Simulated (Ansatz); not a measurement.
# H₆N₂OSi: one species, many methods

An exercise on one series of results from a longer session: the logs are not shown, and one member is left open.

Program: Ansatz 0.2.0, Gaussian basis. Level of theory: functionals in def2-TZVPP, the program's frozen cores in correlated methods. These are calculated values, not measurements.

The runs, in order: LDA (SPW92), PBE-D4, revPBE-D4, BLYP-D4, r2SCAN-D4, B97M-V, PBE0-D4, B3LYP-D4, r2SCANh-D4, r2SCAN0-D4, HSE06-D4, BHLYP-D4, CAM-B3LYP-D4, LC-ωPBE, ωB97X-V, ωB97M-V, B2PLYP, PBE-QIDH; CCSD(T)/def2-SVP; CCSD(T)/def2-TZVPP; CCSD(T)/def2-QZVPP; extrapolation to the limit; RPA on PBE.

## The relaxed structure

All runs share one geometry, relaxed beforehand with PBE0-D4 in a triple-zeta def2 set.

SMILES `N[SiH](N)O`, 10 atoms, charge 0, spin multiplicity 1.

Atoms are counted from 1 here; the program's logs count them from 0.

Bond lengths: N1–Si2 1.713 Å, N1–H5 1.007 Å, N1–H6 1.007 Å, Si2–N3 1.706 Å, Si2–O4 1.648 Å, Si2–H7 1.482 Å, N3–H8 1.007 Å, N3–H9 1.006 Å, O4–H10 0.959 Å. Angles: Si2–N1–H5 119.8°, Si2–N1–H6 119.6°, H5–N1–H6 111.3°, N1–Si2–N3 104.7°, N1–Si2–O4 106.6°, N1–Si2–H7 118.9°, N3–Si2–O4 119.3°, N3–Si2–H7 106.1°, O4–Si2–H7 102.2°, Si2–N3–H8 121.6°, Si2–N3–H9 120.9°, H8–N3–H9 111.9°, Si2–O4–H10 116.3°.

Geometry (Å):

```xyz
10

N    -0.7755    1.2155   -0.1378
Si    0.4923    0.0857    0.0871
N    -0.2486   -1.2498    0.8474
O     1.2067   -0.1183   -1.3842
H    -0.6207    2.0363   -0.7002
H    -1.4132    1.4053    0.6182
H     1.6427    0.4595    0.9440
H    -1.1235   -1.6250    0.5197
H     0.3023   -1.9429    1.3253
H     0.6208   -0.3174   -2.1166
```

Set-up of the first run:

Input file in.yaml:

```yaml
crystal:
  periodic: [false, false, false]
  atoms:
    - {symbol: N, position_ang: [-0.775535, 1.215480, -0.137810]}
    - {symbol: Si, position_ang: [0.492311, 0.085704, 0.087115]}
    - {symbol: N, position_ang: [-0.248621, -1.249752, 0.847387]}
    - {symbol: O, position_ang: [1.206673, -0.118292, -1.384198]}
    - {symbol: H, position_ang: [-0.620723, 2.036293, -0.700217]}
    - {symbol: H, position_ang: [-1.413152, 1.405270, 0.618246]}
    - {symbol: H, position_ang: [1.642698, 0.459522, 0.943974]}
    - {symbol: H, position_ang: [-1.123508, -1.625046, 0.519727]}
    - {symbol: H, position_ang: [0.302266, -1.942947, 1.325325]}
    - {symbol: H, position_ang: [0.620792, -0.317431, -2.116650]}
basis:
  gaussian: {orbitals: def2-TZVPP}
hamiltonian: {xc: lda}
output: {orbitals: {seedname: orbitals}}
```

Command:

```
ansatz run in.yaml --threads 2 --pin off --events-out ev --progress --plain --max-ram 32768MiB --backend cpu
```

Among the steps run: LDA; PBE-D4 (GGA); revPBE-D4 (GGA); BLYP-D4 (GGA); r2SCAN-D4 (meta-GGA); B97M-V (meta-GGA); PBE0-D4 (hybrid); B3LYP-D4 (hybrid); r2SCANh-D4 (hybrid); r2SCAN0-D4 (hybrid); HSE06-D4 (hybrid); BHLYP-D4 (hybrid); CAM-B3LYP-D4 (range-separated); LC-ωPBE (range-separated); ωB97X-V (range-separated); ωB97M-V (range-separated); B2PLYP (double hybrid); PBE-QIDH (double hybrid).

One table of the session follows, with a row left open; its other results are not shown here.

It belongs to the step «Orbital energies across the functionals». 

| functional | HOMO (eV) | LUMO (eV) | gap (eV) |
| --- | --- | --- | --- |
| LDA (SPW92) | -6.12 | -0.04 | 6.08 |
| PBE-D4 | -5.95 | 0.07 | 6.02 |
| revPBE-D4 | -5.88 | 0.14 | 6.02 |
| BLYP-D4 | -5.83 | 0.02 | 5.85 |
| r2SCAN-D4 | -6.26 | 0.82 | 7.08 |
| B97M-V | -6.36 | 0.28 | 6.64 |
| PBE0-D4 | ? | ? | ? |
| B3LYP-D4 | -7.17 | 0.54 | 7.71 |
| r2SCANh-D4 | -6.82 | 1.06 | 7.88 |
| r2SCAN0-D4 | -7.65 | 1.40 | 9.05 |
| HSE06-D4 | -7.01 | 0.54 | 7.55 |
| BHLYP-D4 | -8.81 | 1.49 | 10.30 |
| CAM-B3LYP-D4 | -8.89 | 1.64 | 10.53 |
| LC-ωPBE | -10.32 | 2.98 | 13.30 |
| ωB97X-V | -9.93 | 2.76 | 12.69 |
| ωB97M-V | -9.83 | 2.29 | 12.11 |

Q: Estimate the row for PBE0-D4 from the others.

The run gave: HOMO (eV): -7.42; LUMO (eV): 0.91; gap (eV): 8.33. In the column «HOMO (eV)» it lies between r2SCAN0-D4 (-7.65) and B3LYP-D4 (-7.17).
